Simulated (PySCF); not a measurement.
# CH7ClSi2: the cost of one run

The runs use PySCF 2.14.0, with density-fitted response routines of our own; the level of theory stands in each step. All values are computed, except where a source is named. Atoms are numbered from 0 throughout.

### Step 1. Starting geometry

11 atoms, charge 0, multiplicity 1; geometry from: GFN2-xTB. The atoms were then displaced at random by about 0.01 Å, so the start is not that level's minimum.

Bonds of the start (Å): C0–Si1 1.91, Si1–Si2 2.30, Si1–Cl3 2.04, C0–H4 1.06, C0–H5 1.07, C0–H6 1.10, Si1–H7 1.47, Si2–H8 1.49, Si2–H9 1.46, Si2–H10 1.47.

### Step 2. Optimising the geometry at PBE0-D3(BJ)/def2-SVP

The job: settings as JSON, then the geometry in Å.

```
{"job": {"xc": "PBE0", "basis": "def2-SVP", "d3": "d3bj", "grid": 1, "shake": 0.01, "kind": "geom"}, "charge": 0, "multiplicity": 1}
C     -1.522230    -0.832020    -0.044540
Si    -0.404280     0.711170    -0.080430
Si     1.806220     0.146430     0.232040
Cl    -0.627260     1.614320    -1.898880
H     -1.496980    -1.318810     0.900620
H     -1.265170    -1.521970    -0.815460
H     -2.570710    -0.536360    -0.225580
H     -0.915400     1.690570     0.885760
H      2.000910    -0.478280     1.570700
H      2.319630    -0.804770    -0.748810
H      2.713380     1.303900     0.208920
```

On the command line:

```sh
$ OMP_NUM_THREADS=1 python probes_run.py task.json out
```

This one command runs all jobs of the session in turn.

Q: Estimate the wall time and peak memory of this first job on 1 thread of Arm Neoverse V1, shared host.

About 32 s, with a peak of 0.43 GiB.
